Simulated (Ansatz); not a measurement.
This script for the Python package of Ansatz (0.2.0) starts 2 runs on LaH₃, space group I4/mmm. What input does the engine get in each?

The script, `soc_lah3.py`:
```python
import ansatz as az

lah3 = (
    az.Lattice.from_parameters(4.047844, 4.047844, 4.047844, alpha=124.74512, beta=124.74512, gamma=81.96063)
    .atom("La", (0.0, 0.0, 0.0))
    .atom("H", (0.75, 0.25, 0.5))
    .atom("H", (0.25, 0.75, 0.5))
    .atom("H", (0.5, 0.5, 0.0))
)

model = (
    lah3.calculation()
    .kpoints(9, 9, 9)
    .scf(tolerance=1e-10)
    .functional("LDA")
    .occupations(az.OccupationsMethod.FERMI_DIRAC)
    .basis(450)
    .band_table()
)
for label, variant in (("scalar-relativistic", model), ("spin-orbit", model.spin(soc=True))):
    report = variant.run(threads=1).report
    zero = report["band_edges_ev"][0] if report.get("band_edges_ev") else report["fermi_energy_ev"]
    near = [round(e - zero, 3) for e in report["eigenvalues_ev"][0] if abs(e - zero) < 3]
    print(label)
    print("  band edges (eV):", [round(e, 3) for e in report.get("band_edges_ev") or []] or "none reported")
    print("  levels at k =", report["kpoints_frac"][0], "within 3 eV of the zero:", near)
```

Run 1:
```yaml
crystal:
  lattice:
    a: 4.047844
    b: 4.047844
    c: 4.047844
    alpha: 124.74512
    beta: 124.74512
    gamma: 81.96063
  atoms:
    - { symbol: La, position: [0.0, 0.0, 0.0] }
    - { symbol: H, position: [0.75, 0.25, 0.5] }
    - { symbol: H, position: [0.25, 0.75, 0.5] }
    - { symbol: H, position: [0.5, 0.5, 0.0] }
basis:
  ecutwfc: 450.0
kpoints:
  mp_grid:
    grid: [9, 9, 9]
hamiltonian:
  xc: lda
scf:
  convergence:
    dr2_threshold: 1.0e-10
  occupations:
    method: fermi_dirac
output:
  eigenvalues: true
```

Run 2, against run 1:
```diff
+magnetization:
+  noncollinear: true
+  spin_orbit: true
```

```console
$ python soc_lah3.py
scalar-relativistic
  band edges (eV): none reported
  levels at k = [0.0, 0.0, 0.0] within 3 eV of the zero: [-2.146, -0.053, 0.271, 1.316, 1.316, 1.546]
spin-orbit
  band edges (eV): none reported
  levels at k = [0.0, 0.0, 0.0] within 3 eV of the zero: [-2.143, -2.143, -0.054, -0.054, 0.27, 0.27, 1.284, 1.284, 1.354, 1.354, 1.551, 1.551]
```

Notes:
- The computed bands are complete only to about 1.5 eV above the Fermi level.
- Semilocal functionals put the empty 4f levels of La too low, which can move the conduction edge.
- The structure comes from a database of computed cells and needn't be a stable or known phase.
- Levels are Kohn-Sham eigenvalues on this mesh.
- With spin-orbit coupling each level holds one electron and, with inversion or at time-reversal points, comes in pairs; a window in energy can cut a split set.
- Wall time of the script: 16 s on 1 thread of Arm Neoverse V2, with other jobs on the host, peak memory 0.57 GiB.
